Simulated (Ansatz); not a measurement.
# CH₄BF₂N: one species, many methods

One table from this session's results is given with a row withheld; the runs are named, their logs left out.

Computed with Ansatz 0.2.0, Gaussian basis. Level: functionals in def2-TZVPP, the program's frozen cores in correlated methods.

The runs, in order: LDA (SPW92), PBE-D4, revPBE-D4, BLYP-D4, r2SCAN-D4, B97M-V, PBE0-D4, B3LYP-D4, r2SCANh-D4, r2SCAN0-D4, HSE06-D4, BHLYP-D4, CAM-B3LYP-D4, LC-ωPBE, ωB97X-V, ωB97M-V, B2PLYP, PBE-QIDH; CCSD(T)/def2-SVP; CCSD(T)/def2-TZVPP; MP2/def2-QZVPP; extrapolation to the limit; RPA on PBE.

## The relaxed structure

All runs share one geometry, relaxed beforehand with PBE0-D4 in a triple-zeta def2 set.

SMILES `CNB(F)F`, 9 atoms, charge 0, spin multiplicity 1.

Atoms are counted from 1 here; the program's logs count them from 0.

Bond lengths: C1–N2 1.444 Å, C1–H6 1.094 Å, C1–H7 1.089 Å, C1–H8 1.094 Å, N2–B3 1.390 Å, N2–H9 1.006 Å, B3–F4 1.332 Å, B3–F5 1.332 Å. Angles: N2–C1–H6 111.6°, N2–C1–H7 109.2°, N2–C1–H8 111.6°, H6–C1–H7 108.0°, H6–C1–H8 108.3°, H7–C1–H8 108.0°, C1–N2–B3 126.1°, C1–N2–H9 115.8°, B3–N2–H9 118.0°, N2–B3–F4 121.7°, N2–B3–F5 120.9°, F4–B3–F5 117.4°.

Geometry (Å):

```
atom     x (Å)     y (Å)     z (Å)
  C1  -1.12468  -0.22653  -0.07229
  N2   0.12923   0.27107   0.44296
  B3   1.37667   0.12476  -0.15360
  F4   1.52821  -0.51959  -1.30894
  F5   2.47047   0.62868   0.41599
  H6  -1.83203   0.58561  -0.26369
  H7  -0.94541  -0.74535  -1.01321
  H8  -1.59198  -0.93329   0.61953
  H9   0.07801   0.76834   1.31615
```

Set-up of the first run:

Contents of in.yaml:

```yaml
crystal:
  periodic: [false, false, false]
  atoms:
    - {symbol: C, position_ang: [-1.124682, -0.226527, -0.072290]}
    - {symbol: N, position_ang: [0.129227, 0.271065, 0.442962]}
    - {symbol: B, position_ang: [1.376672, 0.124761, -0.153598]}
    - {symbol: F, position_ang: [1.528214, -0.519588, -1.308941]}
    - {symbol: F, position_ang: [2.470473, 0.628679, 0.415989]}
    - {symbol: H, position_ang: [-1.832030, 0.585610, -0.263690]}
    - {symbol: H, position_ang: [-0.945406, -0.745349, -1.013213]}
    - {symbol: H, position_ang: [-1.591978, -0.933288, 0.619534]}
    - {symbol: H, position_ang: [0.078011, 0.768337, 1.316148]}
basis:
  gaussian: {orbitals: def2-TZVPP}
hamiltonian: {xc: lda}
output: {orbitals: {seedname: orbitals}}
```

Steps of the session up to this table: LDA; PBE-D4 (GGA); revPBE-D4 (GGA); BLYP-D4 (GGA); r2SCAN-D4 (meta-GGA); B97M-V (meta-GGA); PBE0-D4 (hybrid); B3LYP-D4 (hybrid); r2SCANh-D4 (hybrid); r2SCAN0-D4 (hybrid); HSE06-D4 (hybrid); BHLYP-D4 (hybrid); CAM-B3LYP-D4 (range-separated); LC-ωPBE-D4 (range-separated; the results give it without D4); ωB97X-V (range-separated); ωB97M-V (range-separated); B2PLYP (double hybrid); PBE-QIDH (double hybrid).

One table of the session follows, with a row left open; its other results are not shown here.

It belongs to the step «Orbital energies across the functionals». 

```
  functional  HOMO (eV)  LUMO (eV)  gap (eV)
 LDA (SPW92)      -6.56      -0.14      6.43
      PBE-D4      -6.40      -0.02      6.38
   revPBE-D4      -6.33       0.04      6.37
     BLYP-D4      -6.30      -0.06      6.23
   r2SCAN-D4      -6.68       0.74      7.42
      B97M-V      -6.78       0.20      6.98
     PBE0-D4      -7.84       0.77      8.60
    B3LYP-D4      -7.61       0.41      8.02
  r2SCANh-D4      -7.22       0.96      8.18
  r2SCAN0-D4      -8.03       1.27      9.30
    HSE06-D4      -7.43       0.41      7.84
    BHLYP-D4          ?          ?         ?
CAM-B3LYP-D4      -9.28       1.44     10.73
     LC-ωPBE     -10.66       2.74     13.40
     ωB97X-V     -10.28       2.55     12.83
     ωB97M-V     -10.18       2.03     12.20
```

Q: Estimate the row for BHLYP-D4 from the others.

Worked estimate for «HOMO (eV)». Against the share of exact exchange, BLYP-D4 (0, -6.30), B3LYP-D4 (0.2, -7.61) give a slope of -6.55 per unit share; at 0.5 the line stands at -9.57.

**Answer.** HOMO (eV): -9.20; LUMO (eV): 1.29; gap (eV): 10.49. In «HOMO (eV)» the line misses by -0.37.
